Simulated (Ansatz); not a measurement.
# C2H7BF3N: the cost of one run

Method: the settings change from run to run; program: Ansatz 0.2.0, Gaussian basis.

## (1) The molecule

An earlier PBE0-D4 in a triple-zeta def2 set relaxation fixed the geometry.

SMILES `C[NH+](C)[B-](F)(F)F`, 14 atoms, charge 0, spin multiplicity 1.

Atoms are counted from 1 here; the program's logs count them from 0.

Bond lengths: C1–N2 1.471 Å, C1–H8 1.088 Å, C1–H9 1.092 Å, C1–H10 1.089 Å, N2–C3 1.471 Å, N2–B4 1.659 Å, N2–H11 1.018 Å, C3–H12 1.092 Å, C3–H13 1.089 Å, C3–H14 1.088 Å, B4–F5 1.373 Å, B4–F6 1.373 Å, B4–F7 1.372 Å. Angles: N2–C1–H8 108.9°, N2–C1–H9 110.6°, N2–C1–H10 108.2°, H8–C1–H9 110.3°, H8–C1–H10 109.0°, H9–C1–H10 109.7°, C1–N2–C3 112.0°, C1–N2–B4 111.6°, C1–N2–H11 108.5°, C3–N2–B4 111.6°, C3–N2–H11 108.5°, B4–N2–H11 104.2°, N2–C3–H12 110.6°, N2–C3–H13 108.2°, N2–C3–H14 108.9°, H12–C3–H13 109.7°, H12–C3–H14 110.3°, H13–C3–H14 109.0° and more.

As a file:

```xyz
14
charge 0, multiplicity 1
C    -0.2714    0.3827    1.3610
N    -0.2717   -0.2781    0.0465
C     0.9512   -1.0651   -0.1760
B    -0.5317    0.8065   -1.1817
F    -0.5805    0.0403   -2.3204
F    -1.7327    1.3987   -0.8765
F     0.5347    1.6689   -1.1421
H    -1.2091    0.9196    1.4866
H    -0.1449   -0.3509    2.1593
H     0.5510    1.0960    1.3834
H    -1.0720   -0.9048    0.0002
H     1.0825   -1.8030    0.6177
H     1.7989   -0.3817   -0.1863
H     0.8827   -1.5586   -1.1429
```

## (2) B97M-V/cc-pVTZ-DK

Options: relativity set to none, high accuracy, the search for lower states set to full.

in.yaml reads:

```yaml
crystal:
  periodic: [false, false, false]
  atoms:
    - {symbol: C, position_ang: [-0.271440, 0.382675, 1.360977]}
    - {symbol: N, position_ang: [-0.271689, -0.278087, 0.046497]}
    - {symbol: C, position_ang: [0.951242, -1.065104, -0.175954]}
    - {symbol: B, position_ang: [-0.531690, 0.806550, -1.181695]}
    - {symbol: F, position_ang: [-0.580520, 0.040301, -2.320431]}
    - {symbol: F, position_ang: [-1.732723, 1.398718, -0.876462]}
    - {symbol: F, position_ang: [0.534661, 1.668904, -1.142126]}
    - {symbol: H, position_ang: [-1.209092, 0.919578, 1.486594]}
    - {symbol: H, position_ang: [-0.144859, -0.350922, 2.159282]}
    - {symbol: H, position_ang: [0.550995, 1.096037, 1.383427]}
    - {symbol: H, position_ang: [-1.072016, -0.904751, 0.000155]}
    - {symbol: H, position_ang: [1.082454, -1.802979, 0.617651]}
    - {symbol: H, position_ang: [1.798941, -0.381655, -0.186295]}
    - {symbol: H, position_ang: [0.882736, -1.558567, -1.142918]}
basis:
  gaussian: {orbitals: cc-pVTZ-DK}
hamiltonian: {xc: {name: B97M-V}, pseudopotentials: {relativity: none}}
accuracy: high
scf: {lower_state_search: full}
output: {forces: true}
```

The run is started by

```sh
$ ansatz run in.yaml --threads 4 --pin off --events-out ev --progress --plain --max-ram 11315MiB
```

**Question.** How long does this run take on 4 threads of Intel Xeon Platinum 8375C at 2.90GHz, shared host, and how much memory does it need?

About 58 s, with a peak of 3.4 GiB.
